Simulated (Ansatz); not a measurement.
## CH5Al2F, SMILES [CH3][AlH][AlH][F]: a comparison of dispersion corrections

Computed with the Ansatz DFT code, driven from Python.

The script, `run_disp.py`:
```python
import ansatz as az

geometry_ang = [
    ("C", [-0.071, 0.812, -1.4809]),
    ("Al", [-0.4623, -0.6853, -0.2778]),
    ("Al", [0.3996, -0.6352, 2.0292]),
    ("F", [1.453, 0.7957, 2.6102]),
    ("H", [-0.5872, 0.6533, -2.4959]),
    ("H", [-0.554, 1.7932, -1.0528]),
    ("H", [1.001, 0.9917, -1.6189]),
    ("H", [-1.2604, -1.9218, -0.7984]),
    ("H", [0.1696, -1.8499, 3.0682]),
]
molecule = az.Crystal.molecule()
for symbol, xyz in geometry_ang:
    molecule = molecule.atom(symbol, xyz)

base = molecule.calculation().basis(gaussian="def2-SVP")
for name in ["r2scan", "b3lyp"]:
    for correction in ("d3bj", "d4"):
        report = base.functional(name, dispersion=correction).run().report
        print(f"{name:8s} {correction:5s} total {report['free_energy_ev']:.5f} eV, of which dispersion {1000 * report['dispersion']['energy']['ev']:.2f} meV")
```

```console
$ python run_disp.py
DeckWarning: the engine holds no damping parameters fitted to this dispersion correction and functional, so the run takes those fitted to r2scan beside the three-body term, which d3bj leaves out (hamiltonian.dispersion, under Limitations)
r2scan   d3bj  total -17019.51151 eV, of which dispersion -40.46 meV
r2scan   d4    total -17019.50506 eV, of which dispersion -34.02 meV
b3lyp    d3bj  total -17024.47040 eV, of which dispersion -259.58 meV
b3lyp    d4    total -17024.43527 eV, of which dispersion -224.45 meV
```
(Warnings from the package without file and line.)

Total energies depend on the basis set; only differences at equal settings carry meaning. The geometry is a force-field or estimated start, not a minimum of this method, and the basis set is short of its limit. D4 holds the three-body term, and d3bj doesn't. b3lyp holds the VWN-RPA fit, as in Gaussian; the form of ORCA and Turbomole is b3lyp5. A dispersion term here runs with damping parameters fitted for another variant or functional. Finished in 4.6 s on 1 thread of AMD EPYC 9R45 96-Core Processor (Zen 5), on a shared host, peak memory 0.24 GiB.

(Lines on the test bed's own set-up are left out of the output.)
